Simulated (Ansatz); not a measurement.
**BiW (rocksalt type): how the settings move a single-point run**

Aim: see which settings change the result for BiW (rocksalt type), by how much, and at what cost.

Method: reference: DFT, PBEsol, all-electron LAPW, scalar-relativistic, in Ansatz 0.2.0.

### 1 Starting point

Symmetry: Fm-3m, No. 225, cubic system. Conventional cell: a = 4.885 Å, b = 4.885 Å, c = 4.885 Å, α = 90.00°, β = 90.00°, γ = 90.00°. W (site symmetry m-3m) has 6 Bi at 2.44 Å in its first shell of neighbours. Bi (site symmetry m-3m) is surrounded by 6 W at 2.44 Å.

Structure file:

```cif
data_structure
_symmetry_space_group_name_H-M 'P 1'
_symmetry_Int_Tables_number 1
_cell_length_a 3.4542
_cell_length_b 3.4542
_cell_length_c 3.4542
_cell_angle_alpha 60.000
_cell_angle_beta 60.000
_cell_angle_gamma 60.000
_cell_volume 29.14
loop_
_atom_site_label
_atom_site_type_symbol
_atom_site_fract_x
_atom_site_fract_y
_atom_site_fract_z
_atom_site_occupancy
W1 W 0.00000 0.00000 0.00000 1
Bi1 Bi 0.50000 0.50000 0.50000 1
```

### 2 Baseline

Contents of input.yaml:

```yaml
crystal:
  lattice:
    - [0.0, 2.442467283, 2.442467283]
    - [2.442467283, 0.0, 2.442467283]
    - [2.442467283, 2.442467283, 0.0]
  atoms:
    - { symbol: W, position: [0.0, 0.0, 0.0] }
    - { symbol: Bi, position: [0.5, 0.5, 0.5] }
kpoints:
  mp_grid: { grid: [11, 11, 11] }
scf:
  occupations: { method: fermi_dirac, width: 0.05 }
hamiltonian:
  xc: pbesol
  pseudopotentials: { kind: all_electron, lapw: { basis_error: 0.001 } }
output:
  forces: true
  stress: true
  eigenvalues: true
  populations: true
```

Run with:

```
ansatz run input.yaml --threads 1 --pin off --max-ram 2048MiB --backend cpu --events-out ev --progress --plain --runs-dir out
```

### 3 Changing settings: dr2_threshold 1.0e-08, accuracy low

Changes to input.yaml since step 2:

```diff
@@ -12,2 +12,3 @@
   occupations: { method: fermi_dirac, width: 0.05 }
+  convergence: { dr2_threshold: 1.0e-08 }
 hamiltonian:
@@ -20 +21,2 @@
   populations: true
+accuracy: low
```

Before running it: what results should come out? Wanted: for each run, ending; energy change; pressure; gap; force.

As calculated:

| run | ending | energy change | pressure (GPa) | gap (eV) | force (eV/Å) | cycles | time |
| --- | --- | --- | --- | --- | --- | --- | --- |
| reference | converged | 0 | 144.7 | 0.00 | 0.00 | 11 | 56 s |
| 1: dr2_threshold 1.0e-08, accuracy low | converged | 0.0 meV/atom | 144.7 | 0.00 | 0.00 | 12 | 59 s |

Residual by cycle in the longest SCF loop of each run; runs are numbered as in the table. The quantity is the density residual dr2, in eV.

| cycle | reference | run 1 |
| --- | --- | --- |
| 1 | 0.706 | 0.706 |
| 2 | 0.155 | 0.155 |
| 3 | 0.0617 | 0.0617 |
| 4 | 0.00567 | 0.00567 |
| 5 | 4.2e-4 | 4.2e-4 |
| 6 | 9.0e-5 | 9.0e-5 |
| 7 | 5.4e-5 | 5.4e-5 |
| 8 | 6.6e-6 | 6.6e-6 |
| 9 | 4.8e-7 | 4.8e-7 |
| 10 | 1.4e-7 | 1.4e-7 |
| 11 | 1.5e-8 | 1.5e-8 |
| 12 | - | 2.2e-9 |

With the changed convergence setting the energy agrees within 0.5 meV/atom. Cost: 12 SCF cycles against 11. The structure is not at rest: the sound run finds 145 GPa, so these are no properties of the relaxed crystal. 
